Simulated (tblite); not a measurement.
# ClF2H4NSi2: the cost of one run

Computed with tblite 0.8.0 and PySCF 2.14.0; each step states its level. No surroundings beyond the atoms listed, unless a continuum is named. Atoms count from 0, parts from 1.

## (1) Starting point

10 atoms, charge 0, multiplicity 1; geometry: distance geometry start.

## (2) Geometry optimisation with GFN2-xTB

What the job is given:

```
{"job": {"kind": "relax", "xc": "GFN2-xTB", "basis": "xTB"}, "charge": 0, "multiplicity": 1}
Si    -1.946250     0.450790     1.559053
N     -0.334931     0.983290     0.943375
Si     0.350328     0.036173    -0.453498
F     -2.847800    -0.167426     0.263974
F     -1.745744    -0.730253     2.739825
Cl    -2.974021     2.108685     2.414352
H     -0.185453     2.004838     0.900409
H      1.572394    -0.594472    -0.038280
H     -0.589768    -0.960656    -0.850416
H      0.611843     0.912076    -1.547347
```

Level: GFN2-xTB geometry optimisation, gas phase.

On the command line:

```console
> OMP_NUM_THREADS=1 python cluster_run.py task.json out
```

The driver reads the jobs from task.json and runs them one after another.

**Question.** How long does this first job take on 1 thread of Arm Neoverse V1, shared host?

About 2.4 s.
